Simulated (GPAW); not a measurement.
Ba2Tl5V3O12:

```
CELL_PARAMETERS angstrom
4.23698 2.44622 6.12840
-4.23698 2.44622 6.12840
0.00000 -4.89244 6.12840
ATOMIC_POSITIONS crystal
Ba 0.50000 0.50000 0.50000
Ba 0.00000 0.00000 0.00000
V 0.50000 0.50000 0.00000
V 0.00000 0.50000 0.50000
V 0.50000 0.00000 0.50000
Tl 0.00000 0.00000 0.50000
Tl 0.50000 0.00000 0.00000
Tl 0.00000 0.50000 0.00000
Tl 0.74045 0.74045 0.74045
Tl 0.25955 0.25955 0.25955
O 0.71652 0.08089 0.41242
O 0.41242 0.71652 0.08089
O 0.08089 0.41242 0.71652
O 0.58758 0.91911 0.28348
O 0.91911 0.28348 0.58758
O 0.28348 0.58758 0.91911
O 0.28348 0.91911 0.58758
O 0.58758 0.28348 0.91911
O 0.91911 0.58758 0.28348
O 0.41242 0.08089 0.71652
O 0.08089 0.71652 0.41242
O 0.71652 0.41242 0.08089
```

The cell was built by a generator and needn't be a form met in nature.

Base run:

```yaml
Program: GPAW 26.7.0
Functional: SCAN
Potentials_or_basis: GPAW PAW data sets (gpaw-data 1.2.1)
Cutoff: 800 eV
Basis: pw
k_mesh: 3 × 3 × 3
Occupations: fermi-dirac, width 0.05 eV
Spin: collinear spin, ferromagnetic start
Starting_moments: "[0.0, 0.0, 2.0, 2.0, 2.0, 0.0, 0.0, 0.0, 0.0, 0.0, 0.0, 0.0, 0.0, 0.0, 0.0, 0.0, 0.0, 0.0, 0.0, 0.0, 0.0, 0.0] μB"
```

Its results: pressure -3.6 GPa; net moment 1.26 μB per cell; site moments Ba +0.00, -0.00; V +0.42; Tl -0.00, +0.01; O -0.02 μB; largest force 0.166 eV/Å.

The run is repeated on the same cell with these changes: functional from SCAN to RPBE; potentials or basis from GPAW PAW data sets (gpaw-data 1.2.1) to the program's PAW data sets (release 1.2.1) made for this functional. What comes out?

Pressure 3.9 GPa; net moment 1.24 μB per cell; site moments Ba +0.00, -0.00; V +0.37; Tl +0.00, +0.02; O -0.01 μB; largest force 0.543 eV/Å.

Caveats: the PAW data sets were made with another functional, which shifts forces and pressure a little (some runs).
